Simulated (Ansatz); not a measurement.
# BFH8N2O2: the cost of one run

All numbers below are computed with Ansatz 0.2.0 (UKS PBE-D4/STO-3G).

## 1. The structure to begin with

Bond lengths: B1–F2 1.685 Å, B1–O3 1.362 Å, B1–O4 1.367 Å, B1–N6 1.802 Å, O3–H9 0.954 Å, O4–H10 0.954 Å, N6–H11 1.010 Å, N6–H12 1.009 Å, N8–H13 1.006 Å, N8–H14 1.006 Å. Angles: F2–B1–O3 108.2°, F2–B1–O4 105.9°, F2–B1–N6 97.8°, O3–B1–O4 122.3°, O3–B1–N6 106.2°, O4–B1–N6 113.5°, B1–O3–H9 113.7°, B1–O4–H10 114.7°, B1–N6–H11 110.4°, B1–N6–H12 105.7°, H11–N6–H12 109.6°, H13–N8–H14 111.4°.

Coordinates:

```xyz
14

B    -1.0266   -0.6351   -0.2632
F     0.5245   -1.1882   -0.6205
O    -1.6094   -0.2241   -1.4231
O    -1.5887   -1.5876    0.5397
H     0.7714    1.0062    0.4672
N    -0.5542    0.8630    0.6208
H     1.4074   -0.3862   -0.4326
N     2.0026    0.7143    0.0281
H    -2.0819   -0.9157   -1.8801
H    -1.0113   -1.9280    1.2183
H    -0.8595    0.8149    1.5821
H    -1.0312    1.6187    0.1517
H     2.3448    1.3090   -0.7076
H     2.7121    0.5388    0.7192
```

## 2. Run 1

150 steps of 0.5 fs at constant energy, with velocities drawn for 100 K.

input.yaml

```yaml
crystal:
  periodic: [false, false, false]
  atoms:
    - { symbol: B, position_ang: [-1.0266, -0.6351, -0.2632] }
    - { symbol: F, position_ang: [0.5245, -1.1882, -0.6205] }
    - { symbol: O, position_ang: [-1.6094, -0.2241, -1.4231] }
    - { symbol: O, position_ang: [-1.5887, -1.5876, 0.5397] }
    - { symbol: H, position_ang: [0.7714, 1.0062, 0.4672] }
    - { symbol: "N", position_ang: [-0.5542, 0.863, 0.6208] }
    - { symbol: H, position_ang: [1.4074, -0.3862, -0.4326] }
    - { symbol: "N", position_ang: [2.0026, 0.7143, 0.0281] }
    - { symbol: H, position_ang: [-2.0819, -0.9157, -1.8801] }
    - { symbol: H, position_ang: [-1.0113, -1.928, 1.2183] }
    - { symbol: H, position_ang: [-0.8595, 0.8149, 1.5821] }
    - { symbol: H, position_ang: [-1.0312, 1.6187, 0.1517] }
    - { symbol: H, position_ang: [2.3448, 1.309, -0.7076] }
    - { symbol: H, position_ang: [2.7121, 0.5388, 0.7192] }
magnetization:
  spin_polarized: true
basis:
  gaussian: { orbitals: STO-3G }
hamiltonian:
  xc: pbe
  dispersion: d4
md:
  timestep: 0.5
  n_steps: 150
  ensemble: nve
  temperature: 100.0
  initial_velocities: maxwell_boltzmann
  seed: 481165
```

Started as:

```sh
> ansatz run input.yaml --threads 1 --pin off --max-ram 2048MiB --backend cpu --events-out ev --progress --plain --runs-dir out
```

**Question.** How long does this run take on 1 thread of an Arm CPU, shared host, and how much memory does it need?

About 10 min, with a peak of 0.12 GiB.
